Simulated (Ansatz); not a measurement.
A nudged elastic band was laid between two geometries of a periodic cell of 22 atoms, BH$_{3}$C$_{18}$ (surface graphene monolayer, adsorbate BH3).

Theory: DFT PBEsol, scalar-relativistic, plane waves, PAW (Ansatz). Settings: PAW set soft_1, cutoff 420 eV, k mesh 2x2x1, fermi-dirac smearing 0.05 eV, no spin polarisation.

```
movable images  : 5
climbing image  : yes
spring          : 2.0 eV/Å²
optimiser       : quadratic models (default)
start path      : IDPP
force threshold : 0.05 eV/Å
iteration limit : 54
end points      : relaxed
```

Initial state:

```xyz
22
Lattice="7.3980 0.0000 0.0000 -3.6990 6.4069 0.0000 0.0000 0.0000 13.0000" Properties=species:S:1:pos:R:3
C -0.140 -0.054 0.879
C 1.099 0.661 0.957
C -1.368 2.085 0.846
C -0.134 2.798 0.849
C -2.601 4.220 0.846
C -1.366 4.932 0.848
C 2.337 -0.054 0.878
C 3.566 0.660 0.849
C 1.098 2.091 0.878
C 2.332 2.798 0.849
C -0.132 4.222 0.838
C 1.099 4.932 0.841
C 4.797 -0.054 0.839
C 6.030 0.660 0.849
C 3.565 2.085 0.847
C 4.798 2.797 0.841
C 2.329 4.222 0.839
C 3.564 4.932 0.849
B 1.095 0.659 3.163
H 2.132 1.259 3.305
H 0.056 1.257 3.303
H 1.096 -0.540 3.303
```

Final state:

```xyz
22
Lattice="7.3980 0.0000 0.0000 -3.6990 6.4069 0.0000 0.0000 0.0000 13.0000" Properties=species:S:1:pos:R:3
C -0.088 -0.051 1.000
C 1.195 0.681 1.225
C -1.304 2.118 1.290
C -0.028 2.820 0.910
C -2.536 4.228 0.858
C -1.274 4.950 0.871
C 2.438 -0.053 0.942
C 3.642 0.665 0.888
C 1.162 2.126 0.925
C 2.404 2.815 0.812
C -0.049 4.238 0.805
C 1.178 4.948 0.772
C 4.874 -0.038 0.839
C 6.100 0.650 0.987
C 3.634 2.116 0.872
C 4.836 2.830 0.913
C 2.406 4.234 0.772
C 3.638 4.931 0.830
B 0.632 0.306 2.690
H -1.313 2.164 2.408
H -0.016 1.104 3.305
H 1.031 -0.703 3.202
```

(1) Which bonds break or form, and what moves?

(2) What energy profile does the band end with?

(3) What is the geometry of the highest image?

The band took 16 iterations and of the order of 14 core-minutes.

## Answers

(1) Contacts lost: B19–H20. Contacts made: C2–B19, C3–H20. The atom that moves furthest is H20, by 3.67 Å.

(2) The forces met the threshold. The highest image is number 5 of 0 to 6, 2.28 eV above the first end and 1.13 eV above the last; the last end lies 1.15 eV above the first. The profile has 2 maxima (images 2, 5) with wells between them (image 3): this band takes more than one step, which may be the mechanism or a detour left from its start path. Neighbouring images differ by up to 2.1 eV, so the band resolves the path poorly. By the program's own check the climbing image is of a kind that is not told: the force calls were inconclusive, a negative curvature could not be distinguished from the path's own, the only one lies far off the path, or fixed occupations may fill a level only in part (lowest curvatures found: -5.90 and 0.36 eV/Å²). Limits of this set-up: coarse k mesh, slab without dipole correction, PAW files made for another functional.

```csv
image,path coordinate (Å),energy (eV),B19–H20 (Å),C2–B19 (Å),C3–H20 (Å)
0,0.00,0.00,1.21,2.21,4.36
1,1.13,0.07,1.20,2.43,3.96
2,2.25,0.07,1.20,2.60,3.41
3,3.38,0.01,1.21,2.73,3.02
4,4.50,0.21,1.21,2.40,2.41
5,5.63,2.28,1.66,1.74,1.46
6,7.17,1.15,2.70,1.61,1.12
```

(3) 
```xyz
22
Lattice="7.3980 0.0000 0.0000 -3.6990 6.4069 0.0000 0.0000 0.0000 13.0000" Properties=species:S:1:pos:R:3
C -0.053 -0.035 0.951
C 1.173 0.740 1.203
C -1.209 2.101 1.132
C 0.009 2.860 0.813
C -2.483 4.245 0.972
C -1.251 4.989 0.946
C 2.449 -0.009 1.036
C 3.663 0.698 0.932
C 1.212 2.161 0.852
C 2.453 2.839 0.838
C -0.017 4.275 0.803
C 1.214 4.976 0.761
C 4.899 -0.010 0.795
C 6.124 0.684 0.822
C 3.690 2.134 0.963
C 4.913 2.832 1.045
C 2.448 4.257 0.787
C 3.682 4.942 0.879
B 0.352 0.421 2.703
H -0.639 1.727 2.420
H -0.769 0.352 3.151
H 1.148 -0.185 3.376
```

Time of the run: 14 min on 1 thread of Arm Neoverse V2, with other jobs on the host, peak memory 1.1 GiB.
